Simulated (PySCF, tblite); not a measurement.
# BFGe₂H₈OSi, a small molecule taken as a stand-in for a surface group (Ge site with back bonds [GeH3], O, [BH][SiH3]): NMR shifts, core binding energies and electronic excitations

What NMR shifts, core binding energies and electronic excitations should one expect for `[OH][Ge]([F])([GeH3])[BH][SiH3]`?

Programs: tblite 0.8.0 and PySCF 2.14.0. All values are calculated, for the isolated system unless a continuum is named. Atoms count from 0, parts from 1.

### 1 Starting point

14 atoms, charge 0, multiplicity 1; geometry: distance geometry start.

### 2 Relaxing the cluster with GFN2-xTB

The job: settings as JSON, then the geometry in Å.

```
{"job": {"kind": "relax", "xc": "GFN2-xTB", "basis": "xTB"}, "charge": 0, "multiplicity": 1}
Ge     1.070770    -0.751618    -1.114527
Ge    -0.667420    -1.511432    -2.583508
O      1.368486     1.072983    -1.398424
B      0.487874    -1.078345     0.811883
Si    -1.400479    -1.160418     1.129358
F      2.540256    -1.640274    -1.468374
H     -0.297849    -2.880366    -3.138002
H     -0.807604    -0.537837    -3.749340
H     -1.964422    -1.579907    -1.825439
H      1.489172     1.483297    -2.260014
H      1.169265    -1.780756     1.410353
H     -1.644350    -1.696222     2.448031
H     -1.998641     0.111906     0.988174
H     -1.982274    -2.055778     0.183011
```

Level: GFN2-xTB geometry optimisation, gas phase.

On the command line:

```
$ OMP_NUM_THREADS=1 python cluster_run.py task.json out
```

One launch serves the whole session: the jobs run in the order shown.

**Question.** The jobs that follow are: PBE0-D3(BJ)/def2-SVP geometry optimisation, gas phase; GIAO PBE0/pcSseg-1 NMR shielding, non-relativistic, gas phase; delta-SCF UKS SCAN, pcX-2 on the ionised atom, pcseg-1 elsewhere, spin-free X2C; TDDFT CAM-B3LYP/def2-SVPD, vertical, gas phase, core orbitals frozen in the response. Predict: point group; rotational constants (main isotopes); ¹H shifts against TMS (PBE0/pcSseg-1); ⁷³Ge shifts against GeMe4 (PBE0/pcSseg-1); ¹⁷O shifts against H2O (PBE0/pcSseg-1); ¹¹B shifts against BF3·OEt2 (PBE0/pcSseg-1); ²⁹Si shifts against TMS (PBE0/pcSseg-1); ¹⁹F shifts against CFCl3 (PBE0/pcSseg-1); O1s binding energies, SCAN/pcX-2; Si2p binding energies, SCAN/pcX-2; F1s binding energies, SCAN/pcX-2; lowest singlet (CAM-B3LYP/def2-SVPD); brightest single state of those computed; lowest triplet; vertical ionisation energy (ΔSCF); vertical electron affinity (ΔSCF).

As calculated:

```
                                   quantity                                                value
                                point group                                                   C1
       rotational constants (main isotopes)                                 1.51, 0.73, 0.58 GHz
      ¹H shifts against TMS (PBE0/pcSseg-1)  13.05, 4.23, 4.07, 3.86, 3.68, 3.59, 3.50, 1.55 ppm
  ⁷³Ge shifts against GeMe4 (PBE0/pcSseg-1)                                        116, -341 ppm
     ¹⁷O shifts against H2O (PBE0/pcSseg-1)                                             64.2 ppm
¹¹B shifts against BF3·OEt2 (PBE0/pcSseg-1)                                            144.6 ppm
    ²⁹Si shifts against TMS (PBE0/pcSseg-1)                                            -95.8 ppm
   ¹⁹F shifts against CFCl3 (PBE0/pcSseg-1)                                           -167.0 ppm
           O1s binding energies, SCAN/pcX-2                                         O2 537.97 eV
          Si2p binding energies, SCAN/pcX-2                                        Si4 106.84 eV
           F1s binding energies, SCAN/pcX-2                                         F5 690.63 eV
       lowest singlet (CAM-B3LYP/def2-SVPD)                          3.21 eV (386 nm), f = 0.015
   brightest single state of those computed                          state 5, 6.25 eV, f = 0.018
                             lowest triplet                                              2.55 eV
          vertical ionisation energy (ΔSCF)                                              9.57 eV
          vertical electron affinity (ΔSCF)                                              1.69 eV
```

In words: The start of the PBE0/def2-SVP relaxation was shaken at random by about 0.01 Å, so part of the energy gained, and of the first lengths quoted, undoes that. Relaxing lowered the energy by 0.284 eV in 7 steps; the close pair that moved most is B3–H10, from 1.150 to 1.207 Å (PBE0/def2-SVP). Hydrogens of an XH3 group are listed apart at this fixed geometry; free rotation makes them one line at their mean. At PBE0/pcSseg-1: The widest tensor belongs to B3: span 326 ppm, with a paramagnetic part of -243 ppm. The lowest singlet, at 3.21 eV, is HOMO→LUMO 0.86, HOMO−1→LUMO 0.10 and is weak; of the 6 states computed, the strongest absorption comes from state 5 at 6.25 eV. The lowest triplet lies 0.66 eV below the lowest singlet (triplets in Tamm-Dancoff, singlets in full TDDFT). The orbital energy would give 8.92 eV for ionisation, ΔSCF gives 9.57 eV. Spin-orbit coupling is left out, which matters for shieldings and couplings at and beside the heavy atoms. A capped cluster stands for the solid here, so long-range fields and strain are missing, and bands or shifts of the capping hydrogens have no counterpart in it.
